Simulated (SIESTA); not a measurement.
Crystal: NbTe.

```
Te Nb
1.0
     3.70297    0.00000    0.00000
    -1.85149    3.20687    0.00000
     0.00000    0.00000    3.69421
Te Nb
1 1
Direct
  0.66667 0.33333 0.00000
  0.00000 0.00000 0.50000
```

The cell comes from a database or a generator and needn't be the stable form of this composition.

Base run:

| Quantity | Value |
| --- | --- |
| Program | SIESTA 5.4.2 |
| Functional | PBEsol |
| Potentials or basis | PseudoDojo 0.4 standard (PBEsol files) |
| Basis | DZP (energy shift 0.003 Ry; two zetas on semicore shells) |
| Grid cutoff | 800 Ry |
| Energy shift | 0.003 Ry |
| k mesh | 8 × 8 × 7 |
| Occupations | fermi-dirac, width 0.05 eV |
| Spin | no spin polarisation |

Its results: band gap on the k mesh none (metal or under the smearing width); pressure -2.5 GPa.

Problem. The run is repeated on the same cell with these changes: functional from PBEsol to LDA; potentials or basis from PseudoDojo 0.4 standard (PBEsol files) to PseudoDojo 0.4 standard (LDA files). What comes out?

Solution. Band gap on the k mesh none (metal or under the smearing width); pressure -4.8 GPa.

Caveats: the basis of atomic orbitals isn't converged, which shifts pressures, moduli and gaps; the basis holds too few empty states to meet the f-sum rule, so the spectrum is short of weight at high energy (some runs); spin-orbit coupling is left out, which moves the levels of the heavy elements (some runs).
